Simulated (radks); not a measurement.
# Ionisation energy and size from Li to Ne

One table from this session's results is given with a row withheld; the runs are named, their logs left out.

The numbers are computed with radks (a radial shooting solver on a logarithmic mesh, Libxc functionals) version 1 (non-relativistic Kohn-Sham, PBE, spin-polarised, spherical densities, point nucleus; open shells are filled with parallel spins first), except any that are marked as measured or tabulated.

## What is computed

| Item | Value |
| --- | --- |
| species | Li, Be, B, C, N, O, F, Ne |
| runs | 16, each species and its next ion |

Set-up of the first run:

Settings of this run:

```text
Z 3
configuration [He] 2s1
relativity non-relativistic
functional pbe,pbe
spin polarised
nucleus point
```

Steps of the session up to this table: Li, [He] 2s1; Li⁺, [He]; Be, [He] 2s2; Be⁺, [He] 2s1; B, [He] 2s2 2p1; B⁺, [He] 2s2; C, [He] 2s2 2p2; C⁺, [He] 2s2 2p1; N, [He] 2s2 2p3; N⁺, [He] 2s2 2p2; O, [He] 2s2 2p4; O⁺, [He] 2s2 2p3; F, [He] 2s2 2p5; F⁺, [He] 2s2 2p4; Ne, [Ne]; Ne⁺, [He] 2s2 2p5.

One table of the session follows, with a row left open; its other results are not shown here.

| species | Δ-SCF (eV) | −ε(HOMO) (eV) | its <r> (bohr) |
| --- | --- | --- | --- |
| Li | 5.590 | 3.228 | 3.79 |
| Be | ? | ? | ? |
| B | 8.489 | 4.021 | 2.25 |
| C | 11.675 | 6.099 | 1.75 |
| N | 14.910 | 8.304 | 1.43 |
| O | 13.679 | 7.193 | 1.33 |
| F | 17.846 | 10.235 | 1.13 |
| Ne | 21.985 | 13.347 | 0.982 |

Estimate the missing values for Be.

The run gave: Δ-SCF (eV): 8.997; −ε(HOMO) (eV): 5.609; its <r> (bohr): 2.60. In the column «Δ-SCF (eV)» it lies between B (8.489) and C (11.675).

Open shells are spherical and high-spin; term and fine-structure splittings are not resolved.
